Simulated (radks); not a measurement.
**Valence configurations of Sn⁺**

Aim: which of several valence configurations of Sn⁺ lies lowest at this level, and whether it is the one NIST lists ([Kr] 4d10 5s2 5p1).

Program: radks (a radial shooting solver on a logarithmic mesh, Libxc functionals) version 1. Level of theory: non-relativistic Kohn-Sham, r2SCAN, spin-polarised, spherical densities, point nucleus; open shells are filled with parallel spins first. These are calculated values, not measurements, unless marked.

## (1) What is computed

- element: tin (Z = 50)
- charge: +1
- electrons: 49
- configuration: [Kr] 4d10 5s2 5p1
- others tried: 4d9 5s2 5p2; 4d9.5 5s2 5p1.5; 4d10 5s1.5 5p1.5; 4d10 5s1 5p2; 4d10 5p3; 4d8 5s2 5p3; 4d9.5 5s1.5 5p2; 4d8.5 5s2 5p2.5; 4d8.5 5s1.5 5p3

Outer shells as boxes (Hund's rule):

Sn⁺
```
[Kr] core
4d [↑↓][↑↓][↑↓][↑↓][↑↓]
5s [↑↓]
5p [↑ ][  ][  ]
```

## (2) [Kr] 4d10 5s2 5p1

Settings of this run:

```text
Z 50
configuration [Kr] 4d10 5s2 5p1
relativity non-relativistic
functional r2scan,r2scan
spin polarised
nucleus point
```

## (3) [Kr] 4d9 5s2 5p2

Settings of this run:

```text
Z 50
configuration [Kr] 4d9 5s2 5p2
relativity non-relativistic
functional r2scan,r2scan
spin polarised
nucleus point
```

## (4) [Kr] 4d9.5 5s2 5p1.5

Settings of this run:

```text
Z 50
configuration [Kr] 4d9.5 5s2 5p1.5
relativity non-relativistic
functional r2scan,r2scan
spin polarised
nucleus point
```

## (5) [Kr] 4d10 5s1.5 5p1.5

Settings of this run:

```text
Z 50
configuration [Kr] 4d10 5s1.5 5p1.5
relativity non-relativistic
functional r2scan,r2scan
spin polarised
nucleus point
```

## (6) [Kr] 4d10 5s1 5p2

Settings of this run:

```text
Z 50
configuration [Kr] 4d10 5s1 5p2
relativity non-relativistic
functional r2scan,r2scan
spin polarised
nucleus point
```

## (7) [Kr] 4d10 5p3

Settings of this run:

```text
Z 50
configuration [Kr] 4d10 5p3
relativity non-relativistic
functional r2scan,r2scan
spin polarised
nucleus point
```

## (8) [Kr] 4d8 5s2 5p3

Settings of this run:

```text
Z 50
configuration [Kr] 4d8 5s2 5p3
relativity non-relativistic
functional r2scan,r2scan
spin polarised
nucleus point
```

## (9) [Kr] 4d9.5 5s1.5 5p2

Settings of this run:

```text
Z 50
configuration [Kr] 4d9.5 5s1.5 5p2
relativity non-relativistic
functional r2scan,r2scan
spin polarised
nucleus point
```

## (10) [Kr] 4d8.5 5s2 5p2.5

Settings of this run:

```text
Z 50
configuration [Kr] 4d8.5 5s2 5p2.5
relativity non-relativistic
functional r2scan,r2scan
spin polarised
nucleus point
```

## (11) [Kr] 4d8.5 5s1.5 5p3

Settings of this run:

```text
Z 50
configuration [Kr] 4d8.5 5s1.5 5p3
relativity non-relativistic
functional r2scan,r2scan
spin polarised
nucleus point
```

Q: Predict the outcome of this session. Wanted: for each run, valence; E − E(NIST configuration); moment; highest level; its energy; 1s shift.

The runs gave:

| valence | E − E(NIST configuration) (eV) | moment (μB) | highest level | its energy (eV) | 1s shift (eV) |
| --- | --- | --- | --- | --- | --- |
| 4d10 5s2 5p1 | 0.000 | 1 | 5p up | -10.782 | +0.00 |
| 4d10 5s1.5 5p1.5 | 2.612 | 2 | 5p up | -11.468 | -0.56 |
| 4d10 5s1 5p2 | 4.536 | 3 | 5p up | -12.009 | -0.99 |
| 4d10 5p3 | 11.693 | 3 | 5p up | -12.564 | -2.34 |
| 4d9.5 5s2 5p1.5 | 13.020 | 2 | 5p up | -11.828 | -4.20 |
| 4d9.5 5s1.5 5p2 | 15.508 | 3 | 5p up | -12.438 | -4.69 |
| 4d9 5s2 5p2 | 26.926 | 3 | 5p up | -12.807 | -8.42 |
| 4d8.5 5s2 5p2.5 | 41.709 | 4 | 5p up | -13.734 | -12.67 |
| 4d8.5 5s1.5 5p3 | 43.953 | 5 | 5p up | -14.231 | -13.06 |
| 4d8 5s2 5p3 | 57.362 | 5 | 5p up | -14.620 | -16.94 |

What this shows: The NIST configuration is the lowest of those tried, 2.612 eV under 4d10 5s1.5 5p1.5. The energies are those of spherical high-spin densities, not of single terms. Relativity is left out, which favours d and f over s occupation in heavy atoms. The 1s eigenvalue shifts by up to 16.94 eV as the valence charge is rearranged.
